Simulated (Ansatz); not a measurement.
# One shape, several levels: CH7GaSi (SMILES [CH3][GaH][SiH3])

We compute a comparison of 5 runs (B2PLYP/6-31G*, BHLYP/6-31G*, PBE-QIDH/6-31G*, PBE/6-31G*, r2SCAN0/6-31G*) of CH7GaSi. 

Program for the calculation: Ansatz 0.2.0.

71 further runs of the same task are left out: 71 set aside as unsound or not needed.

## 1. Starting point

The species is CH7GaSi (10 atoms), meant as a singlet with charge 0. As SMILES, `[CH3][GaH][SiH3]`. The C1–H6 distance was set to 1.421 Å, away from the relaxed value.

Bond lengths: C1–Ga2 1.971 Å, Ga2–Si3 2.419 Å, C1–H4 1.090 Å, C1–H5 1.094 Å, Ga2–H7 1.578 Å, Si3–H8 1.492 Å, Si3–H9 1.489 Å, Si3–H10 1.492 Å. Some angles: C1–Ga2–Si3 120.8°, C1–Ga2–H7 118.1°, Si3–Ga2–H7 121.0°, Ga2–C1–H4 113.1°, Ga2–C1–H5 109.2°, Ga2–Si3–H8 110.2°, Ga2–Si3–H9 114.2°, Ga2–Si3–H10 110.2°, H4–C1–H5 108.5°, H8–Si3–H9 107.6°. A long bond or contact: C1–H6 1.421 Å.

## 2. The energy at B2PLYP/6-31G(d) (spherical functions) (run 1)

in.yaml reads:

```yaml
crystal:
  periodic: [false, false, false]
  atoms:
    - symbol: C
      position_ang: [-1.024034, 1.141391, -0.803242]
    - symbol: Ga
      position_ang: [0.660766, 0.406591, -0.090742]
    - symbol: Si
      position_ang: [0.885966, -1.958009, 0.366658]
    - symbol: H
      position_ang: [-1.825034, 0.403891, -0.854442]
    - symbol: H
      position_ang: [-0.847734, 1.532691, -1.810042]
    - symbol: H
      position_ang: [-1.454200, 2.236500, -0.005700]
    - symbol: H
      position_ang: [1.858866, 1.401891, 0.161958]
    - symbol: H
      position_ang: [0.630266, -2.748909, -0.872842]
    - symbol: H
      position_ang: [2.224266, -2.353609, 0.885658]
    - symbol: H
      position_ang: [-0.132434, -2.387809, 1.369258]
basis:
  gaussian:
    orbitals: 6-31G_st_-spherical.json
hamiltonian:
  xc: {name: B2PLYP}
correlation:
  frozen_orbitals: {C: 1, Ga: 9, H: 0, Si: 5}
accuracy: high
output: {orbitals: {seedname: orbitals}}
```

The basis set 6-31G* is read from a file made from the Basis Set Exchange's data (not shown).

Launch:

```bash
$ ansatz run in.yaml --threads 1 --pin off --max-ram 3480MiB --events-out events.jsonl --progress --plain --runs-dir runs
```

The log of the run:

```text
Warning: RAYON_NUM_THREADS=1 ignored (pool sized by the plan → 1); use --threads N
Functional definition: B2PLYP
  name "B2PLYP"
  parameter a = 0.53
  parameter c = 0.27
  exchange = (1 - a)*b88_x + a*exact_x
  correlation = (1 - c)*lyp_c + c*(mp2_os + mp2_ss)
1764 factors; integrals over basis functions are off by at most 8.5e-9 eV
mean field evaluation 1: about -61375.2110 eV, gradient 3.1e1 eV
mean field evaluation 2: about -61375.2617 eV, gradient 3.1e1 eV
mean field evaluation 4: about -61377.6873 eV, gradient 1.9e0 eV
mean field evaluation 8: about -61377.6983 eV, gradient 3.2e-2 eV
mean field evaluation 16: about -61377.6983 eV, gradient 3.5e-6 eV
mean field -61377.69829139 eV, -2255.5888089105 hartree, gradient 4.0e-8 eV, S^2 0.000000; 0 other end points of the search recorded, 0 dependent functions left out
15 core orbitals not correlated: weight in the atoms' cores, before any rotation towards them, 1.000 or more for the frozen orbitals, at most 0.000 for the correlated occupied ones
reference -61377.69832197 eV, -2255.5888100344 hartree; 14, 14 occupied and 49, 49 virtual orbitals, 1764 factors
second order -15.22860949 eV of doubles, -0.00000000 eV of singles
Total energy: -61381.81004654 eV, -2255.7399131250 hartree
```

Wall time 13 s (1 thread of Arm Neoverse V1, shared host); peak memory 0.27 GiB.

## 3. The energy at BHLYP/6-31G(d) (spherical functions) (run 2)

input.yaml reads:

```yaml
crystal:
  periodic: [false, false, false]
  atoms:
    - {symbol: C, position_ang: [-1.024034, 1.141391, -0.803242]}
    - {symbol: Ga, position_ang: [0.660766, 0.406591, -0.090742]}
    - {symbol: Si, position_ang: [0.885966, -1.958009, 0.366658]}
    - {symbol: H, position_ang: [-1.825034, 0.403891, -0.854442]}
    - {symbol: H, position_ang: [-0.847734, 1.532691, -1.810042]}
    - {symbol: H, position_ang: [-1.454200, 2.236500, -0.005700]}
    - {symbol: H, position_ang: [1.858866, 1.401891, 0.161958]}
    - {symbol: H, position_ang: [0.630266, -2.748909, -0.872842]}
    - {symbol: H, position_ang: [2.224266, -2.353609, 0.885658]}
    - {symbol: H, position_ang: [-0.132434, -2.387809, 1.369258]}
basis:
  gaussian: {orbitals: 6-31G_st_-spherical.json}
accuracy: high
hamiltonian: {xc: {name: BHLYP}}
total_charge: 0
output: {orbitals: {seedname: orbitals}}
```

The basis set 6-31G* is read from a file made from the Basis Set Exchange's data (not shown).

Launch:

```bash
$ ansatz run input.yaml --threads 1 --pin off --max-ram 3480MiB --events-out events.jsonl --progress --plain --runs-dir runs
```

The log of the run:

```text
Warning: RAYON_NUM_THREADS=1 ignored (pool sized by the plan → 1); use --threads N
Functional definition: BHLYP
  name "BHLYP"
  parameter a = 0.5
[... 1 set-up line as earlier in the session ...]
  correlation = lyp_c
1764 factors; integrals over basis functions are off by at most 8.5e-9 eV
mean field evaluation 1: about -61392.9220 eV, gradient 3.3e1 eV
mean field evaluation 2: about -61393.0932 eV, gradient 3.1e1 eV
mean field evaluation 4: about -61395.5557 eV, gradient 7.4e-1 eV
mean field evaluation 8: about -61395.6041 eV, gradient 5.0e-2 eV
mean field evaluation 16: about -61395.6041 eV, gradient 4.4e-6 eV
mean field -61395.60406918 eV, -2256.2468341073 hartree, gradient 5.3e-8 eV, S^2 0.000000; 0 other end points of the search recorded, 0 dependent functions left out
reference -61395.60410184 eV, -2256.2468353075 hartree; 29, 29 occupied and 49, 49 virtual orbitals, 1764 factors
Total energy: -61395.60410184 eV, -2256.2468353075 hartree
```

It took 9.9 s on 1 thread of Arm Neoverse V1, shared host; peak memory 0.27 GiB.

Runs 3 to 4 aren't shown in full; the table further down has their settings and results.

## 4. A single-point energy at r2SCAN0/6-31G(d) (spherical functions) (run 5)

input.yaml, as its differences from that of step 3:

```diff
@@ -1 +1,4 @@
+basis:
+  gaussian:
+    orbitals: 6-31G_st_-spherical.json
 crystal:
@@ -13,7 +16,6 @@
     - {symbol: H, position_ang: [-0.132434, -2.387809, 1.369258]}
-basis:
-  gaussian: {orbitals: 6-31G_st_-spherical.json}
+hamiltonian:
+  xc: {name: r2SCAN0}
 accuracy: high
-hamiltonian: {xc: {name: BHLYP}}
-total_charge: 0
-output: {orbitals: {seedname: orbitals}}
+output:
+  orbitals: {seedname: orbitals}
```

The basis set 6-31G* is read from a file made from the Basis Set Exchange's data (not shown).

Launch:

```bash
$ ansatz run input.yaml --threads 1 --pin off --max-ram 3480MiB --events-out events.jsonl --progress --plain --runs-dir runs
```

The log of the run:

```text
Warning: RAYON_NUM_THREADS=1 ignored (pool sized by the plan → 1); use --threads N
Functional definition: r2SCAN0
  name "r2SCAN0"
  parameter a = 0.25
  parameter k0 = 0.174
  parameter k1 = 0.065
  parameter a1 = 4.9479
  exchange = (1 - a)*r2scan_x(k0 = k0, k1 = k1, a1 = a1) + a*exact_x
  correlation = r2scan_c
1764 factors; integrals over basis functions are off by at most 8.5e-9 eV
mean field evaluation 1: about -61390.8868 eV, gradient 3.8e1 eV
mean field evaluation 2: about -61389.2868 eV, gradient 4.4e1 eV
mean field evaluation 4: about -61394.2695 eV, gradient 7.0e-1 eV
mean field evaluation 8: about -61394.4201 eV, gradient 1.8e-1 eV
mean field evaluation 16: about -61394.4202 eV, gradient 2.1e-5 eV
mean field -61394.42018377 eV, -2256.2033271207 hartree, gradient 9.7e-8 eV, S^2 0.000000; 0 other end points of the search recorded, 0 dependent functions left out
reference -61394.42018474 eV, -2256.2033271564 hartree; 29, 29 occupied and 49, 49 virtual orbitals, 1764 factors
Total energy: -61394.42018474 eV, -2256.2033271564 hartree
```

Run time: 20 s. Hardware: 1 thread of Arm Neoverse V1, shared host; peak memory 0.34 GiB.

## 5. The series

```tsv
run	level	frozen core orbitals	energy (Eh)	HOMO energy (eV)	LUMO energy (eV)	HOMO–LUMO gap (eV)	wall time
1	B2PLYP/6-31G* (spherical functions)	15	-2255.739913	-8.15	-0.68	7.48	13 s
2	BHLYP/6-31G* (spherical functions)	–	-2256.246835	-8.22	-0.94	7.28	9.9 s
3	PBE-QIDH/6-31G* (spherical functions)	15	-2255.409783	-8.97	-0.19	8.78	13 s
4	PBE/6-31G* (spherical functions)	–	-2255.797022	-6.18	-2.46	3.72	7.2 s
5	r2SCAN0/6-31G* (spherical functions)	–	-2256.203327	-7.45	-1.59	5.86	20 s
```

## 6. What came out

| quantity | value |
| --- | --- |
| run 5: total energy | -2256.20333 Eh |
| run 5: HOMO energy | -7.45 eV |
| run 5: LUMO energy | -1.59 eV |
| run 5: HOMO–LUMO gap | 5.86 eV |

**Reading.** The HOMO–LUMO gap runs from 3.72 eV (PBE/6-31G*) to 8.78 eV (PBE-QIDH/6-31G*). A double hybrid's value is that of its SCF part. Totals of different functionals can't be ranked against each other. All runs together took 62 s, the longest 20 s.
